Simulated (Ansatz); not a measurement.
**C₂H₃FGe: an energy map over bond length C4–H7 and angle H7–C4–Ge2**

How does the energy of C2H3FGe, SMILES [F][GeH]1[CH]=[CH]1 change over two coordinates at once? A grid of runs gives the map.

Program: Ansatz 0.2.0. Level of theory: RKS BHLYP-D4/def2-TZVP. These are calculated values, not measurements.

## Step 1: Where the work starts

7 atoms, charge 0, spin multiplicity 1.

Atoms are counted from 1 here; the program's logs count them from 0.

Bond lengths: F1–Ge2 1.765 Å, Ge2–C3 1.902 Å, Ge2–C4 1.902 Å, Ge2–H5 1.535 Å, C3–C4 1.356 Å, C3–H6 1.104 Å, C4–H7 1.104 Å. Angles: F1–Ge2–C3 118.7°, F1–Ge2–C4 118.7°, F1–Ge2–H5 106.3°, C3–Ge2–C4 41.8°, C3–Ge2–H5 129.3°, C4–Ge2–H5 129.3°, Ge2–C3–C4 69.1°, Ge2–C3–H6 155.1°, C4–C3–H6 135.7°, Ge2–C4–C3 69.1°, Ge2–C4–H7 155.1°, C3–C4–H7 135.7°.

Coordinates:

```xyz
7

F    -1.6768   -1.4788   -0.5758
Ge   -0.7129   -0.0007   -0.6088
C     0.3153    0.4551    0.9248
C     1.1009   -0.0794   -0.0428
H    -1.3687    0.9192   -1.6486
H     0.4698    0.8227    1.9542
H     2.1704   -0.3346   -0.1408
```

This geometry comes from a loose relaxation at PBE in a small basis, which is not shown.

## Step 2: Geometry optimisation

File input.yaml:

```yaml
crystal:
  periodic: [false, false, false]
  atoms:
    - { symbol: F, position_ang: [-1.676767, -1.478803, -0.575771] }
    - { symbol: Ge, position_ang: [-0.712873, -0.000747, -0.608816] }
    - { symbol: C, position_ang: [0.315346, 0.455072, 0.92484] }
    - { symbol: C, position_ang: [1.100943, -0.079428, -0.042815] }
    - { symbol: H, position_ang: [-1.368697, 0.919228, -1.648601] }
    - { symbol: H, position_ang: [0.469796, 0.822721, 1.954157] }
    - { symbol: H, position_ang: [2.170382, -0.334603, -0.140844] }
basis:
  gaussian: { orbitals: def2-TZVP }
hamiltonian:
  xc: { name: BHLYP }
  dispersion: d4
output:
  forces: true
relax:
  f_tol: 0.003
  max_steps: 120
```

Launch:

```console
> ansatz run input.yaml --threads 1 --pin off --max-ram 2560MiB --backend cpu --events-out ev --progress --plain --runs-dir out
```

The program printed (excerpt; [...] marks lines left out):

```text
Warning: RAYON_NUM_THREADS=1 ignored (pool sized by the plan → 1); use --threads N
[...]
Functional definition: BHLYP
[...]
1209 factors; their error is unknown
[...]
mean field -61355.36693999 eV, -2254.7681468833 hartree, gradient 2.4e-5 eV, S^2 0.000000; 0 other end points of the search recorded, 0 dependent functions left out
[...]
reference -61355.36709638 eV, -2254.7681526306 hartree; 28, 28 occupied and 131, 131 virtual orbitals, 1209 factors
relax step   1: F+E_penalty+E_count = -61355.52868619 eV  Δ(F+E_penalty+E_count) = +0.000e0 eV  max|allowed force component| = 9.396e-1 eV/Å  Δτ_max = 0.0000 Å  (29 SCF iters, accepted)
[...]
relax step   5: F+E_penalty+E_count = -61355.61937636 eV  Δ(F+E_penalty+E_count) = -1.300e-5 eV  max|allowed force component| = 3.253e-3 eV/Å  Δτ_max = 0.0010 Å  (35 SCF iters, accepted)
[...]
relax step   6: F+E_penalty+E_count = -61355.61937836 eV  Δ(F+E_penalty+E_count) = -1.999e-6 eV  max|allowed force component| = 1.519e-3 eV/Å  Δτ_max = 0.0005 Å  (36 SCF iters, accepted)
1209 factors; their error is unknown
[...]
mean field -61355.45648386 eV, -2254.7714375599 hartree, gradient 1.1e-5 eV, S^2 0.000000; 1 other end points of the search recorded, 0 dependent functions left out
[...]
reference -61355.45663880 eV, -2254.7714432539 hartree; 28, 28 occupied and 131, 131 virtual orbitals, 1209 factors
Total energy: -61355.61953330 eV, -2254.7774295161 hartree
Atom 0 at    -1.646538    -1.446288    -0.568513 Å, force    -0.000341    -0.000618    -0.000078 eV/Å
Atom 1 at    -0.701974     0.001935    -0.601354 Å, force     0.001519     0.001055     0.000872 eV/Å
Atom 2 at     0.314142     0.446975     0.908849 Å, force    -0.000601     0.000162    -0.000113 eV/Å
Atom 3 at     1.083825    -0.076436    -0.039167 Å, force    -0.000342    -0.000169    -0.000588 eV/Å
Atom 4 at    -1.354290     0.898781    -1.626072 Å, force    -0.000114    -0.000213    -0.000037 eV/Å
Atom 5 at     0.475857     0.800693     1.911130 Å, force     0.000340    -0.000363    -0.000524 eV/Å
Atom 6 at     2.127108    -0.322221    -0.122724 Å, force    -0.000462     0.000146     0.000468 eV/Å
Dipole moment:     0.272745     0.386388     0.008057 e Å
```

Run time: 53 s. Hardware: 1 thread of Arm Neoverse V2, shared host; peak memory 0.35 GiB.

Along the way:

| step | energy from step 1 (eV) | largest force component (eV/Å) |
| --- | --- | --- |
| 1 | 0.0000 | 0.9396 |
| 2 | -0.0819 | 0.3630 |
| 3 | -0.0906 | 0.0288 |
| 4 | -0.0907 | 0.0084 |
| 5 | -0.0907 | 0.0033 |
| 6 | -0.0907 | 0.0015 |

Distances of close pairs at the start and the end, largest changes first:

| bond | before (Å) | after (Å) | change (Å) |
| --- | --- | --- | --- |
| F1–Ge2 | 1.765 | 1.729 | -0.036 |
| C3–H6 | 1.104 | 1.075 | -0.029 |
| C4–H7 | 1.104 | 1.075 | -0.029 |
| Ge2–C3 | 1.902 | 1.874 | -0.028 |
| Ge2–C4 | 1.902 | 1.874 | -0.028 |
| C3–C4 | 1.356 | 1.329 | -0.028 |
| Ge2–H5 | 1.535 | 1.510 | -0.026 |

## Step 3: Setting up the map

The axes are (1) bond length C4–H7: 15 values from 0.925 to 1.505 Å; (2) angle H7–C4–Ge2: 15 values from 120.7 to 179.0 °.

Nothing else is relaxed (all other coordinates rigid). Energies count from the relaxed molecule at the same level. Points are written as (first, second).

Below, 3 of the grid's runs; all are launched alike.

## Step 4: The run at (1.422 Å, 145.7°)

File input.yaml:

```yaml
crystal:
  periodic: [false, false, false]
  atoms:
    - { symbol: F, position_ang: [-1.646538, -1.446288, -0.568513] }
    - { symbol: Ge, position_ang: [-0.701974, 0.001935, -0.601354] }
    - { symbol: C, position_ang: [0.314142, 0.446975, 0.908849] }
    - { symbol: C, position_ang: [1.083825, -0.076436, -0.039167] }
    - { symbol: H, position_ang: [-1.35429, 0.898781, -1.626072] }
    - { symbol: H, position_ang: [0.475857, 0.800693, 1.91113] }
    - { symbol: H, position_ang: [2.401901, -0.495864, -0.369074] }
basis:
  gaussian: { orbitals: def2-TZVP }
hamiltonian:
  xc: { name: BHLYP }
  dispersion: d4
output:
  forces: true
```

Launch:

```console
> ansatz run input.yaml --threads 1 --pin off --max-ram 2560MiB --backend cpu --events-out ev --progress --plain --runs-dir out
```

The program printed (excerpt; [...] marks lines left out):

```text
Warning: RAYON_NUM_THREADS=1 ignored (pool sized by the plan → 1); use --threads N
[...]
[... 1 set-up line as earlier in the session ...]
[...]
1209 factors; their error is unknown
[...]
mean field -61354.18024956 eV, -2254.7245368142 hartree, gradient 3.9e-5 eV, S^2 0.000000; 0 other end points of the search recorded, 0 dependent functions left out
[...]
reference -61354.18041224 eV, -2254.7245427928 hartree; 28, 28 occupied and 131, 131 virtual orbitals, 1209 factors
Total energy: -61354.34734940 eV, -2254.7306776203 hartree
Atom 0 at    -1.646538    -1.446288    -0.568513 Å, force    -0.018894     0.028684     0.038319 eV/Å
Atom 1 at    -0.701974     0.001935    -0.601354 Å, force    -0.037668    -0.089084    -0.269350 eV/Å
Atom 2 at     0.314142     0.446975     0.908849 Å, force     0.857688    -0.054666     0.238427 eV/Å
Atom 3 at     1.083825    -0.076436    -0.039167 Å, force     3.707537    -1.563857    -1.734052 eV/Å
Atom 4 at    -1.354290     0.898781    -1.626072 Å, force    -0.038208     0.022366     0.047891 eV/Å
Atom 5 at     0.475857     0.800693     1.911130 Å, force    -0.066441     0.014693     0.031462 eV/Å
Atom 6 at     2.401901    -0.495864    -0.369074 Å, force    -4.404014     1.641865     1.647302 eV/Å
Dipole moment:     0.220040     0.386901    -0.006820 e Å
```

It took 6.7 s on 1 thread of Arm Neoverse V2, shared host; peak memory 0.34 GiB.

Energy on the map's scale: 29.3 kcal/mol.

## Step 5: The run at (1.090 Å, 154.0°)

input.yaml: that of step 4 with these lines changed.

```diff
@@ -9,3 +9,3 @@
     - { symbol: H, position_ang: [0.475857, 0.800693, 1.91113] }
-    - { symbol: H, position_ang: [2.401901, -0.495864, -0.369074] }
+    - { symbol: H, position_ang: [2.135878, -0.338213, -0.152114] }
 basis:
```

Launch:

```console
> ansatz run input.yaml --threads 1 --pin off --max-ram 2560MiB --backend cpu --events-out ev --progress --plain --runs-dir out
```

The program printed (excerpt; [...] marks lines left out):

```text
Warning: RAYON_NUM_THREADS=1 ignored (pool sized by the plan → 1); use --threads N
[...]
[... 1 set-up line as earlier in the session ...]
[...]
1209 factors; their error is unknown
[...]
mean field -61355.45071121 eV, -2254.7712254186 hartree, gradient 2.2e-5 eV, S^2 0.000000; 0 other end points of the search recorded, 0 dependent functions left out
[...]
reference -61355.45086622 eV, -2254.7712311155 hartree; 28, 28 occupied and 131, 131 virtual orbitals, 1209 factors
Total energy: -61355.61372433 eV, -2254.7772160405 hartree
Atom 0 at    -1.646538    -1.446288    -0.568513 Å, force    -0.006441    -0.002372     0.006411 eV/Å
Atom 1 at    -0.701974     0.001935    -0.601354 Å, force    -0.005115     0.000765    -0.026086 eV/Å
Atom 2 at     0.314142     0.446975     0.908849 Å, force     0.089845    -0.004569     0.022457 eV/Å
Atom 3 at     1.083825    -0.076436    -0.039167 Å, force     0.421776    -0.167947    -0.173248 eV/Å
Atom 4 at    -1.354290     0.898781    -1.626072 Å, force    -0.005414     0.003607     0.008209 eV/Å
Atom 5 at     0.475857     0.800693     1.911130 Å, force    -0.000956     0.000393     0.005144 eV/Å
Atom 6 at     2.135878    -0.338213    -0.152114 Å, force    -0.493696     0.170123     0.157113 eV/Å
Dipole moment:     0.275127     0.384323     0.005432 e Å
```

Run time: 7.3 s. Hardware: 1 thread of Arm Neoverse V2, shared host; peak memory 0.34 GiB.

Energy on the map's scale: 0.13 kcal/mol.

## Step 6: Point (1.339 Å, 141.5°)

input.yaml: that of step 5 with these lines changed.

```diff
@@ -9,3 +9,3 @@
     - { symbol: H, position_ang: [0.475857, 0.800693, 1.91113] }
-    - { symbol: H, position_ang: [2.135878, -0.338213, -0.152114] }
+    - { symbol: H, position_ang: [2.289041, -0.505446, -0.434546] }
 basis:
```

Launch:

```console
> ansatz run input.yaml --threads 1 --pin off --max-ram 2560MiB --backend cpu --events-out ev --progress --plain --runs-dir out
```

The program printed (excerpt; [...] marks lines left out):

```text
Warning: RAYON_NUM_THREADS=1 ignored (pool sized by the plan → 1); use --threads N
[...]
[... 1 set-up line as earlier in the session ...]
[...]
1209 factors; their error is unknown
[...]
mean field -61354.52200143 eV, -2254.7370959640 hartree, gradient 4.0e-5 eV, S^2 0.000000; 0 other end points of the search recorded, 0 dependent functions left out
[...]
reference -61354.52216295 eV, -2254.7371018995 hartree; 28, 28 occupied and 131, 131 virtual orbitals, 1209 factors
Total energy: -61354.68502008 eV, -2254.7430867887 hartree
Atom 0 at    -1.646538    -1.446288    -0.568513 Å, force    -0.038981     0.001107     0.052202 eV/Å
Atom 1 at    -0.701974     0.001935    -0.601354 Å, force    -0.063295    -0.027919    -0.248730 eV/Å
Atom 2 at     0.314142     0.446975     0.908849 Å, force     0.807188    -0.026803     0.262530 eV/Å
Atom 3 at     1.083825    -0.076436    -0.039167 Å, force     3.342737    -1.746320    -2.248867 eV/Å
Atom 4 at    -1.354290     0.898781    -1.626072 Å, force    -0.044494     0.031155     0.066515 eV/Å
Atom 5 at     0.475857     0.800693     1.911130 Å, force    -0.029824     0.009535     0.045895 eV/Å
Atom 6 at     2.289041    -0.505446    -0.434546 Å, force    -3.973331     1.759245     2.070455 eV/Å
Dipole moment:     0.257340     0.373338    -0.019001 e Å
```

Run time: 9.1 s. Hardware: 1 thread of Arm Neoverse V2, shared host; peak memory 0.34 GiB.

On the map this point reads 21.6 kcal/mol.

## Step 7: All points together

225 points were computed. Energies in kcal/mol, from the relaxed molecule at the same level:

| angle H7–C4–Ge2 (°) ↓, bond length C4–H7 (Å) → | 0.925 | 0.966 | 1.008 | 1.049 | 1.090 | 1.132 | 1.173 | 1.215 | 1.256 | 1.298 | 1.339 | 1.381 | 1.422 | 1.464 | 1.505 |
| --- | --- | --- | --- | --- | --- | --- | --- | --- | --- | --- | --- | --- | --- | --- | --- |
| 179.0 | 21.8 | 15.0 | 10.7 | 8.7 | 8.3 | 9.2 | 11.1 | 13.8 | 17.1 | 20.9 | 24.9 | 29.2 | 33.6 | 38.1 | 42.6 |
| 174.8 | 18.9 | 12.1 | 7.9 | 5.9 | 5.5 | 6.5 | 8.4 | 11.2 | 14.5 | 18.4 | 22.5 | 26.9 | 31.3 | 35.8 | 40.4 |
| 170.7 | 16.6 | 9.9 | 5.7 | 3.7 | 3.4 | 4.4 | 6.4 | 9.2 | 12.6 | 16.5 | 20.6 | 25.1 | 29.5 | 34.2 | 38.8 |
| 166.5 | 14.9 | 8.2 | 4.0 | 2.1 | 1.8 | 2.8 | 4.8 | 7.7 | 11.1 | 15.1 | 19.3 | 23.8 | 28.3 | 33.0 | 37.6 |
| 162.3 | 13.7 | 7.0 | 2.9 | 1.0 | 0.7 | 1.8 | 3.8 | 6.8 | 10.2 | 14.2 | 18.5 | 23.0 | 27.5 | 32.3 | 37.0 |
| 158.2 | 13.0 | 6.4 | 2.3 | 0.4 | 0.2 | 1.3 | 3.4 | 6.4 | 9.9 | 13.9 | 18.2 | 22.7 | 27.3 | 32.1 | 36.8 |
| 154.0 | 12.8 | 6.2 | 2.2 | 0.3 | 0.1 | 1.3 | 3.4 | 6.4 | 9.9 | 14.0 | 18.3 | 22.9 | 27.5 | 32.3 | 37.1 |
| 149.8 | 13.2 | 6.6 | 2.6 | 0.7 | 0.6 | 1.8 | 3.9 | 7.0 | 10.5 | 14.6 | 19.0 | 23.6 | 28.2 | 33.0 | 37.8 |
| 145.7 | 13.9 | 7.4 | 3.4 | 1.6 | 1.5 | 2.7 | 4.9 | 7.9 | 11.5 | 15.7 | 20.0 | 24.7 | 29.3 | 34.2 | 38.9 |
| 141.5 | 15.2 | 8.7 | 4.7 | 2.9 | 2.8 | 4.1 | 6.3 | 9.4 | 13.0 | 17.2 | 21.6 | 26.2 | 30.9 | 35.7 | 40.5 |
| 137.3 | 16.8 | 10.3 | 6.4 | 4.7 | 4.6 | 5.9 | 8.1 | 11.3 | 14.9 | 19.1 | 23.5 | 28.2 | 32.9 | 37.8 | 42.6 |
| 133.2 | 18.9 | 12.4 | 8.5 | 6.8 | 6.7 | 8.0 | 10.3 | 13.5 | 17.2 | 21.4 | 25.8 | 30.5 | 35.2 | 40.1 | 44.9 |
| 129.0 | 21.3 | 14.8 | 11.0 | 9.3 | 9.3 | 10.6 | 13.0 | 16.2 | 19.9 | 24.1 | 28.6 | 33.3 | 38.0 | 42.9 | 47.7 |
| 124.8 | 24.1 | 17.6 | 13.8 | 12.2 | 12.2 | 13.6 | 15.9 | 19.2 | 22.9 | 27.2 | 31.7 | 36.5 | 41.2 | 46.1 | 50.9 |
| 120.7 | 27.1 | 20.7 | 16.9 | 15.3 | 15.3 | 16.8 | 19.2 | 22.4 | 26.2 | 30.5 | 35.1 | 39.9 | 44.6 | 49.6 | 54.4 |

The largest force on an atom (eV/Å) at each point:

```csv
"angle H7–C4–Ge2 (°) ↓, bond length C4–H7 (Å) →",0.925,0.966,1.008,1.049,1.090,1.132,1.173,1.215,1.256,1.298,1.339,1.381,1.422,1.464,1.505
179.0,9.0,6.0,3.7,2.1,2.2,3.2,4.0,4.7,5.1,5.5,5.7,5.8,5.8,5.8,5.8
174.8,8.9,5.9,3.5,1.8,1.9,2.9,3.7,4.3,4.8,5.2,5.4,5.5,5.5,5.5,5.5
170.7,8.8,5.8,3.3,1.6,1.6,2.6,3.4,4.1,4.5,4.9,5.1,5.2,5.2,5.2,5.2
166.5,8.7,5.7,3.2,1.4,1.2,2.3,3.1,3.8,4.2,4.6,4.8,4.9,4.9,4.9,4.9
162.3,8.7,5.6,3.1,1.2,0.9,2.0,2.9,3.5,4.0,4.4,4.6,4.8,4.8,4.9,5.0
158.2,8.6,5.5,3.0,1.1,0.6,1.8,2.7,3.4,4.0,4.4,4.6,4.8,4.9,5.0,5.0
154.0,8.6,5.5,3.0,1.1,0.5,1.8,2.7,3.5,4.0,4.4,4.7,4.8,4.9,5.0,5.0
149.8,8.7,5.6,3.1,1.2,0.7,1.8,2.8,3.5,4.0,4.4,4.7,4.9,4.9,5.0,5.1
145.7,8.7,5.6,3.2,1.4,0.9,1.9,2.8,3.6,4.1,4.5,4.8,4.9,5.0,5.1,5.1
141.5,8.8,5.7,3.2,1.6,1.2,2.1,2.9,3.6,4.2,4.6,4.8,5.0,5.0,5.1,5.1
137.3,8.8,5.7,3.3,1.7,1.5,2.2,3.0,3.7,4.2,4.6,4.9,5.0,5.1,5.1,5.2
133.2,8.7,5.7,3.3,1.9,1.7,2.4,3.2,3.8,4.3,4.7,4.9,5.1,5.1,5.2,5.2
129.0,8.7,5.6,3.3,2.0,1.9,2.7,3.4,4.0,4.5,4.8,5.0,5.1,5.2,5.2,5.2
124.8,8.6,5.6,3.3,2.0,2.1,2.9,3.6,4.2,4.7,5.0,5.2,5.3,5.3,5.3,5.3
120.7,8.6,5.6,3.3,2.0,2.2,3.0,3.8,4.4,4.9,5.3,5.5,5.6,5.6,5.6,5.6
```

On the same grid, dipole moment (D):

```csv
"angle H7–C4–Ge2 (°) ↓, bond length C4–H7 (Å) →",0.925,0.966,1.008,1.049,1.090,1.132,1.173,1.215,1.256,1.298,1.339,1.381,1.422,1.464,1.505
179.0,2.25,2.26,2.26,2.26,2.26,2.25,2.25,2.24,2.24,2.23,2.22,2.21,2.20,2.20,2.19
174.8,2.26,2.26,2.26,2.26,2.26,2.25,2.25,2.24,2.23,2.22,2.21,2.20,2.19,2.18,2.18
170.7,2.26,2.27,2.26,2.26,2.26,2.25,2.24,2.23,2.22,2.21,2.20,2.19,2.18,2.17,2.16
166.5,2.27,2.27,2.27,2.27,2.26,2.25,2.24,2.23,2.22,2.21,2.19,2.18,2.17,2.16,2.15
162.3,2.28,2.28,2.27,2.27,2.26,2.25,2.24,2.23,2.22,2.20,2.19,2.17,2.16,2.15,2.14
158.2,2.28,2.28,2.28,2.27,2.27,2.26,2.25,2.23,2.22,2.20,2.19,2.17,2.15,2.14,2.13
154.0,2.29,2.29,2.28,2.28,2.27,2.26,2.25,2.23,2.22,2.20,2.18,2.16,2.15,2.13,2.12
149.8,2.30,2.29,2.29,2.28,2.27,2.26,2.25,2.23,2.22,2.20,2.18,2.16,2.14,2.12,2.11
145.7,2.30,2.30,2.29,2.29,2.28,2.27,2.25,2.24,2.22,2.20,2.18,2.16,2.14,2.12,2.10
141.5,2.30,2.30,2.29,2.29,2.28,2.27,2.25,2.24,2.22,2.20,2.18,2.16,2.14,2.11,2.09
137.3,2.30,2.30,2.29,2.29,2.28,2.27,2.25,2.24,2.22,2.20,2.18,2.16,2.13,2.11,2.09
133.2,2.30,2.29,2.29,2.28,2.27,2.26,2.25,2.24,2.22,2.20,2.18,2.16,2.13,2.11,2.08
129.0,2.29,2.28,2.28,2.28,2.27,2.26,2.25,2.23,2.22,2.20,2.18,2.16,2.13,2.11,2.08
124.8,2.27,2.27,2.27,2.26,2.26,2.25,2.24,2.23,2.21,2.20,2.18,2.15,2.13,2.10,2.08
120.7,2.25,2.25,2.25,2.25,2.24,2.24,2.23,2.22,2.21,2.19,2.17,2.15,2.13,2.10,2.08
```

## Step 8: Summary of results

```
                       quantity                                                                             value
                   lowest point                                                  (1.090 Å, 154.0°), 0.13 kcal/mol
         highest computed point                                 (1.505 Å, 120.7°), 54.3 kcal/mol above the lowest
largest force on an atom (eV/Å)     0.5 at (1.090 Å, 154.0°) to 9.0 at (0.925 Å, 179.0°); 0.5 at the lowest point
              dipole moment (D)  2.08 at (1.505 Å, 120.7°) to 2.30 at (0.925 Å, 141.5°); 2.27 at the lowest point
        time for the whole task                                                   29 min on 1 thread, shared host
```

In words: The lowest computed point is at (1.090 Å, 154.0°), 0.13 kcal/mol from the relaxed molecule at the same level. The grid is coarse, so the lowest point of the scanned range may lie between grid points; coordinates that were held can hide deeper minima. The grid shows no well of another kind. The highest computed point, (1.505 Å, 120.7°), lies 54.3 kcal/mol above the lowest. Round the minimum the two coordinates are nearly uncoupled.
